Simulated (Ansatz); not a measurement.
Which YAML input does this script hand to the engine? (the Python package of Ansatz (0.2.0))

`deck_ba2nf.py`:
```python
import ansatz as az
import pandas as pd


def main() -> None:
    inputs = {
        'crystal': {
            'lattice': [[4.108196, 0.0, 0.0], [0.0, 4.108196, 0.0], [0.0, 0.0, 5.598757]],
            'atoms': [
                {'symbol': 'Ba', 'position': [0.0, 0.0, 0.0]},
                {'symbol': 'Ba', 'position': [0.5, 0.5, 0.5]},
                {'symbol': 'N', 'position': [0.0, 0.0, 0.5]},
                {'symbol': 'F', 'position': [0.5, 0.5, 0.0]},
            ],
            'symmetry': {'detect': False},
        },
        'kpoints': {'mp_grid': {'kspacing': 0.4}},
        'hamiltonian': {'xc': 'lda'},
        'scf': {'occupations': {'method': 'cold', 'width': 0.1}},
        'basis': {'ecutwfc': 470},
        'output': {'forces': True, 'stress': True, 'eigenvalues': True},
    }

    planned = az.Session.from_dict(inputs).plan(threads=1, pin='off')
    res = planned.execute()
    rep = res.report

    print('%-22s %14.5f eV' % ('F = E - TS', rep['free_energy_ev']))
    print('%-22s %14.5f eV' % ('E', rep['internal_energy_ev']))
    print('%-22s %14.5f eV' % ('Harris-Foulkes', rep['harris_foulkes_ev']))
    print('%-22s %14.5f eV' % ('Fermi level', rep['fermi_energy_ev']))

    table = pd.DataFrame(rep['forces_ev_ang'], columns=['fx', 'fy', 'fz'])
    table.insert(0, 'atom', [site['symbol'] for site in rep['lattice']['sites']])
    print(table.round(4).to_string())

    fermi = rep['fermi_energy_ev']
    print('levels less the Fermi level (eV) at the first k-points')
    for k, levels in list(zip(rep['kpoints_frac'], rep['eigenvalues_ev']))[:4]:
        print('k = ({:.3f}, {:.3f}, {:.3f})'.format(*k))
        print('   ', ' '.join(f'{e - fermi:.3f}' for e in levels))

    print('doubts on the final state:', rep['published_state_doubts'] or 'none')
    print('warnings:', sorted({n['data']['kind'] for n in res.notices if n['data'].get('severity') in ('warning', 'doubt')}) or 'none')

    print('energy terms (eV)')
    for term, value in rep['components'].items():
        if abs(value) > 1e-9:
            print(f'  {term:26s} {value:16.5f}')


if __name__ == '__main__':
    main()
```

```console
$ python deck_ba2nf.py
F = E - TS               -12730.59131 eV
E                        -12730.59128 eV
Harris-Foulkes           -12730.59131 eV
Fermi level                   9.09495 eV
  atom   fx   fy   fz
0   Ba -0.0  0.0 -0.0
1   Ba  0.0  0.0 -0.0
2    N  0.0 -0.0  0.0
3    F -0.0 -0.0 -0.0
levels less the Fermi level (eV) at the first k-points
k = (0.000, 0.000, 0.000)
    -28.424 -27.128 -24.746 -13.752 -13.589 -13.589 -12.489 -11.964 -11.964 -11.245 -6.632 -6.632 -6.293 -0.301 -0.018 0.009 0.009 0.040 2.401 2.401
k = (0.000, 0.000, 0.333)
    -28.414 -27.119 -24.789 -13.766 -13.563 -13.563 -12.592 -11.997 -11.997 -10.622 -6.854 -6.655 -6.655 -1.289 -0.172 -0.172 -0.002 0.751 1.868 3.425
k = (0.000, 0.250, 0.000)
    -28.378 -27.115 -24.787 -13.723 -13.585 -13.502 -12.804 -12.629 -11.938 -10.456 -6.924 -6.862 -6.305 -1.096 -0.614 -0.194 0.593 1.530 1.910 2.811
k = (0.000, 0.250, 0.333)
    -28.372 -27.099 -24.834 -13.908 -13.717 -13.487 -12.622 -12.273 -11.950 -10.124 -6.969 -6.894 -6.878 -1.455 -1.303 -0.795 0.741 2.015 2.645 3.326
doubts on the final state: none
warnings: none
energy terms (eV)
  e_band                            -93.64040
  e_kinetic                         667.60181
  e_local                         -1313.91228
  e_nonlocal                        243.17566
  e_hartree                         460.47404
  e_xc                             -471.32689
  e_vxc                            -448.76804
  e_paw                          -10419.58562
  e_vpaw                           -162.68901
  e_augmentation_tail                 0.00160
  e_ewald                         -1897.77794
  e_core_change                       0.75833
  e_smearing                         -0.00003
```

`input.yaml`:
```yaml
crystal:
  lattice:
    - [4.108196, 0.0, 0.0]
    - [0.0, 4.108196, 0.0]
    - [0.0, 0.0, 5.598757]
  atoms:
    - { symbol: Ba, position: [0.0, 0.0, 0.0] }
    - { symbol: Ba, position: [0.5, 0.5, 0.5] }
    - { symbol: "N", position: [0.0, 0.0, 0.5] }
    - { symbol: F, position: [0.5, 0.5, 0.0] }
  symmetry: { detect: false }
kpoints:
  mp_grid: { kspacing: 0.4 }
hamiltonian:
  xc: lda
scf:
  occupations: { method: cold, width: 0.1 }
basis:
  ecutwfc: 470
output:
  forces: true
  stress: true
  eigenvalues: true
```

The program run on that file:
```console
$ ansatz run input.yaml --threads 1 --pin off --max-ram 3072MiB --backend cpu --events-out ev --progress --plain --runs-dir out
Engine: ansatz 0.2.0, x86_64-unknown-linux-gnu
Pseudopotentials: kind: paw
Pseudopotential: Ba, paw, valence charge 10, recommended cutoff 420 eV (normal), Ba.paw.azcp
Pseudopotential: N, paw, valence charge 5, recommended cutoff 420 eV (normal), N.paw.azcp
Pseudopotential: F, paw, valence charge 7, recommended cutoff 420 eV (normal), F.paw.azcp
Functional definition: SPW92
  exchange = slater_x
  correlation = pw_c
Crystal: 4 atoms, lattice volume = 94.492 Å³
Basis set: ecut = 470 eV, 2195 PW (Γ)
Bands: 20, of which v1, the nominal top of the filled ones, is band 16 counted from 1 (15 counted from 0)
Symmetry: 1 space group operations
k-points: 26 of 48 (time reversal used)
Non-local potential: Ba, projectors of the file, l = 0: 3, l = 1: 2, l = 2: 2, l = 3: 2
Non-local potential: N, projectors of the file, l = 0: 2, l = 1: 2, l = 2: 1
Non-local potential: F, projectors of the file, l = 0: 2, l = 1: 2, l = 2: 1
PAW form: soft (Blöchl's): semilocal exchange-correlation on the pseudo side does not see the compensation charge
PAW frozen core: Ba, regenerated for the run's functional, and the local potential with it (the file was generated under x = pbe(κ = 0.804, μ = 0.2195149727645171), c = pbe(β = 0.06672455060314922))
PAW frozen core: N, regenerated for the run's functional, and the local potential with it (the file was generated under x = pbe(κ = 0.804, μ = 0.2195149727645171), c = pbe(β = 0.06672455060314922))
PAW frozen core: F, regenerated for the run's functional, and the local potential with it (the file was generated under x = pbe(κ = 0.804, μ = 0.2195149727645171), c = pbe(β = 0.06672455060314922))
PAW one-centre angular grid: Ba, 194 points (default); XC on 64 Gauss nodes
PAW one-centre angular grid: N, 110 points (default); XC on 64 Gauss nodes
PAW one-centre angular grid: F, 110 points (default); XC on 64 Gauss nodes
Initial density: superposition of atomic densities (neutral atoms: chi_scale 0, normalization atom), corrected by the library's trained network
Initial wavefunctions: pseudopotential atomic-orbital guess
Functional: x = slater, c = lda
SCF iter   1: F=—  HF=-12730.631472 eV  |F-HF|=—  |Δ(HF+E_count)|=         —  Δρ=1.42e-2  dr2=2.22e-1  ethr=1.77e-3  ⟨swp⟩=7.1  Hψ=3006  notcnv=0
preconditioner: auto → Kerker (q_TF=auto, 2.278 Å⁻¹)  [metal: Δε(μ)=0.049 eV  Ē_g=10.667 eV  σ=0.100 eV  W_gap=0.34  n_scr=20 (ndim 8)  ℏωp=19.5 eV  f_vac=0.000  D(μ)=2.37/eV (n_scr^D=14)]
SCF iter   2: F=—  HF=-12730.596801 eV  |F-HF|=—  |Δ(HF+E_count)|=   3.47e-2  S|Δr|=    0.00e0  Δρ=4.25e-3  dr2=2.38e-2  ethr=6.93e-4  ⟨swp⟩=2.0  Hψ=932  notcnv=0
SCF iter   3: F=—  HF=-12730.592517 eV  |F-HF|=—  |Δ(HF+E_count)|=   4.28e-3  S|Δr|=    0.00e0  Δρ=1.33e-3  dr2=3.41e-3  ethr=7.45e-5  ⟨swp⟩=2.0  Hψ=606  notcnv=0
SCF iter   4: F=—  HF=-12730.591487 eV  |F-HF|=—  |Δ(HF+E_count)|=   1.03e-3  S|Δr|=    0.00e0  Δρ=5.18e-4  dr2=5.18e-4  ethr=1.07e-5  ⟨swp⟩=2.0  Hψ=637  notcnv=0
SCF iter   5: F=—  HF=-12730.591314 eV  |F-HF|=—  |Δ(HF+E_count)|=   1.73e-4  S|Δr|=    0.00e0  Δρ=1.56e-4  dr2=4.64e-5  ethr=1.62e-6  ⟨swp⟩=2.8  Hψ=852  notcnv=0
SCF iter   6: F=—  HF=-12730.591307 eV  |F-HF|=—  |Δ(HF+E_count)|=   7.02e-6  S|Δr|=    0.00e0  Δρ=2.85e-5  dr2=6.97e-7  ethr=1.45e-7  ⟨swp⟩=2.0  Hψ=664  notcnv=0
SCF iter   7: F=-12730.591308 eV  HF=-12730.591308 eV  |F-HF|=7.09e-10  |Δ(HF+E_count)|=   3.80e-7  S|Δr|=    0.00e0  Δρ=5.29e-6  dr2=3.75e-8  ethr=3.13e-10  ⟨swp⟩=7.1  Hψ=2797  notcnv=0
SCF 1 converged in 7 iterations: F = -12730.591308 eV  dr2 = 3.75e-8
  greatest PAW one-centre occupation: 0.956 electrons in one spin orbital (limit 2), on the Ba atom at site 1 (counted from 0), in its partial waves of l = 0
SCF converged after 7 iterations
Stability not checked: this state was not tested for a lower state beside it, because cold or Methfessel-Paxton smearing, or corrected tetrahedra, fill the levels in a way that the test cannot read (fill_not_monotonic; see scf.lower_state_search)
Free energy (F): -12730.591308 eV
Harris-Foulkes:  -12730.591308 eV  (|F-HF|=7.09e-10)
Internal energy: -12730.591279 eV  (E = F + TS)
E sigma→0 (E₀):  -12730.591298 eV
Entropy (-TS):   -0.000029 eV (-0.007 meV/atom)
Fermi energy:    9.094945 eV
Step filling:    the computed levels leave a gap of 0.0031 eV = 0.0 smearing widths at the electron count; against every level under it full and every level over it empty, smearing changes F+E_penalty+E_count by -3.696 meV and its σ→0 estimate by -3.687 meV
--- Per-component energies (eV) ---
  E_band       = -93.640397
  E_kinetic    = 667.601814
  E_local      = -1313.912278  (includes V_loc(G=0)·N_el)
  E_nonlocal   = 243.175665
  E_hartree    = 460.474045
  E_xc         = -471.326892
  E_vxc        = -448.768036  (∫ρ·V_xc dr)
  E_paw        = -10419.585622  (= ΣΔE_a)
  E_vpaw       = -162.689007  (= ΣTr[D̂ρ^β])
  E_aug_tail   = 0.001601  (compensation charges beyond the density's cutoff)
  E_ewald      = -1897.777938
  E_core_change = 0.758327  (= ΣΔE_core)
  E_smearing   = -0.000029  (= −TS)
  E_closure    = -0.000000  (closes the sum)
  Σ components = -12730.591308   (vs F -12730.591308, Δ=0.00e0)
--- Forces (eV/Å), atoms counted from 1 ---
  atom   1  Ba    -0.00000009     0.00000000    -0.00000006
  atom   2  Ba     0.00000002     0.00000002    -0.00000013
  atom   3  N      0.00000001    -0.00000000     0.00000007
  atom   4  F     -0.00000023    -0.00000012    -0.00000022
  max |Σ_I F_I| component: 3.49e-7 eV/Å
--- Stress (GPa, compression-positive) ---
       -5.368683      -0.000000       0.000000
       -0.000000      -5.368684      -0.000000
        0.000000      -0.000000      -6.488492
  P = ⅓ Tr σ = -5.7420 GPa (-57.420 kbar)
--- Band table (eV; the first three rows and the last of 26) ---
  k-point 0: bands = ["-19.3286", "-18.0327", "-15.6513", "-4.6573", "-4.4937", "-4.4937", "-3.3945", "-2.8688", "-2.8688", "-2.1504", "2.4632", "2.4632", "2.8017", "8.7935", "9.0774", "9.1037", "9.1037", "9.1349", "11.4964", "11.4964"]
  k-point 1: bands = ["-19.3192", "-18.0243", "-15.6945", "-4.6715", "-4.4681", "-4.4681", "-3.4968", "-2.9020", "-2.9020", "-1.5273", "2.2410", "2.4395", "2.4395", "7.8055", "8.9227", "8.9227", "9.0930", "9.8463", "10.9634", "12.5196"]
  k-point 2: bands = ["-19.2826", "-18.0201", "-15.6925", "-4.6279", "-4.4899", "-4.4070", "-3.7090", "-3.5338", "-2.8426", "-1.3614", "2.1713", "2.2332", "2.7897", "7.9993", "8.4813", "8.9006", "9.6884", "10.6253", "11.0052", "11.9057"]
  k-point 25: bands = ["-19.1887", "-17.9415", "-15.7565", "-5.0363", "-5.0363", "-4.4940", "-3.4226", "-3.4133", "-3.4133", "-1.5295", "2.2334", "2.5742", "2.5742", "7.9672", "8.6649", "8.6649", "10.4349", "10.4349", "11.3976", "12.8270"]
```

The settings weren't tested for convergence. The energy terms are those on the plane-wave grid, with the one-centre PAW part apart; e_band, e_vxc and e_vpaw aren't summands of the total. The computed bands are complete only to about 2.2 eV above the Fermi level. For a metal this k-point mesh is coarse: on a finer one energies can move by several to tens of meV an atom and pressures by half a GPa or more, differences at one mesh by less. An absolute Fermi energy rests on an arbitrary zero of the periodic potential and has no direct meaning. At these settings the cell as given stands under about -6 GPa, so it isn't at this functional's equilibrium volume. The structure comes from a database of computed cells and needn't be a stable or known phase. Levels are Kohn-Sham eigenvalues on this mesh, without spin-orbit coupling. Hardware and time: 2.6 s on 1 thread of AMD EPYC 9R45 96-Core Processor (Zen 5) (shared host), peak memory 0.46 GiB.

(Lines on the test bed's own set-up are left out of the output.)
